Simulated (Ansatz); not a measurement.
**C7H12O2: basis-set convergence**

An exercise on one series of results from a longer session: the logs are not shown, and one member is left open.

Program: Ansatz 0.2.0, Gaussian basis. Level of theory: one geometry, several basis sets. These are calculated values, not measurements.

Levels to be run: PBE0-D4/def2-SVP; ωB97M-V/def2-SVP; PBE0-D4/def2-QZVPP; ωB97M-V/def2-QZVPP; the functionals' def2-TZVPP values are taken from earlier runs.

### Structure used throughout

An earlier PBE0-D4 in a triple-zeta def2 set relaxation fixed the geometry.

SMILES `CC(C)(C)C(=O)CC=O`, 21 atoms, charge 0, spin multiplicity 1.

Atoms are counted from 1 here; the program's logs count them from 0.

Bond lengths: C1–C2 1.532 Å, C1–H10 1.093 Å, C1–H11 1.093 Å, C1–H12 1.092 Å, C2–C3 1.531 Å, C2–C4 1.521 Å, C2–C5 1.523 Å, C3–H13 1.093 Å, C3–H14 1.092 Å, C3–H15 1.093 Å, C4–H16 1.091 Å, C4–H17 1.091 Å, C4–H18 1.093 Å, C5–O6 1.205 Å, C5–C7 1.523 Å, C7–C8 1.509 Å, C7–H19 1.095 Å, C7–H20 1.088 Å and more. Angles: C2–C1–H10 109.3°, C2–C1–H11 111.2°, C2–C1–H12 112.6°, H10–C1–H11 107.8°, H10–C1–H12 107.7°, H11–C1–H12 108.1°, C1–C2–C3 110.0°, C1–C2–C4 110.1°, C1–C2–C5 108.4°, C3–C2–C4 109.9°, C3–C2–C5 108.9°, C4–C2–C5 109.4°, C2–C3–H13 111.2°, C2–C3–H14 112.4°, C2–C3–H15 109.3°, H13–C3–H14 108.4°, H13–C3–H15 107.8°, H14–C3–H15 107.5° and more.

Set-up of the first run:

The input, in.yaml:

```yaml
crystal:
  periodic: [false, false, false]
  atoms:
    - {symbol: C, position_ang: [0.739338, 0.697279, -1.163107]}
    - {symbol: C, position_ang: [-0.469406, -0.052190, -0.594468]}
    - {symbol: C, position_ang: [-0.395143, -1.532730, -0.979094]}
    - {symbol: C, position_ang: [-1.759311, 0.555724, -1.124269]}
    - {symbol: C, position_ang: [-0.439298, 0.066098, 0.923326]}
    - {symbol: O, position_ang: [-1.330033, 0.570930, 1.559300]}
    - {symbol: C, position_ang: [0.796883, -0.432935, 1.658871]}
    - {symbol: C, position_ang: [1.519230, 0.743494, 2.268319]}
    - {symbol: O, position_ang: [2.684159, 0.969075, 2.101534]}
    - {symbol: H, position_ang: [0.733462, 0.618139, -2.252942]}
    - {symbol: H, position_ang: [0.703702, 1.758427, -0.904682]}
    - {symbol: H, position_ang: [1.688711, 0.293574, -0.805721]}
    - {symbol: H, position_ang: [-1.233643, -2.093507, -0.558814]}
    - {symbol: H, position_ang: [0.532998, -2.002718, -0.648275]}
    - {symbol: H, position_ang: [-0.441823, -1.625652, -2.066837]}
    - {symbol: H, position_ang: [-2.633225, 0.042679, -0.719961]}
    - {symbol: H, position_ang: [-1.841018, 1.608276, -0.849450]}
    - {symbol: H, position_ang: [-1.783892, 0.478044, -2.213806]}
    - {symbol: H, position_ang: [0.432257, -1.053132, 2.484343]}
    - {symbol: H, position_ang: [1.491898, -1.002699, 1.046446]}
    - {symbol: H, position_ang: [0.879555, 1.404525, 2.886485]}
basis:
  gaussian: {orbitals: def2-SVP}
hamiltonian: {xc: pbe0, dispersion: d4}
output: {orbitals: {seedname: orbitals}}
```

Launch:

```bash
$ ansatz run in.yaml --threads 4 --pin off --events-out ev --progress --plain --max-ram 66560MiB --backend cpu
```

Steps of the session up to this table: PBE0-D4 in def2-SVP; ωB97M-V in def2-SVP; PBE0-D4 in def2-QZVPP; ωB97M-V in def2-QZVPP.

One table of the session follows, with a row left open; its other results are not shown here.

It belongs to the step «Functionals by basis». 

```
functional       basis  HOMO (eV)
   PBE0-D4    def2-SVP      -7.20
   PBE0-D4  def2-TZVPP      -7.31
   PBE0-D4  def2-QZVPP      -7.33
   ωB97M-V    def2-SVP          ?
   ωB97M-V  def2-TZVPP      -9.67
   ωB97M-V  def2-QZVPP      -9.70
```

**Question.** Estimate the row for ωB97M-V, def2-SVP.

The run gave: HOMO (eV): -9.56. In the column «HOMO (eV)» it lies between ωB97M-V, def2-TZVPP (-9.67) and PBE0-D4, def2-QZVPP (-7.33).
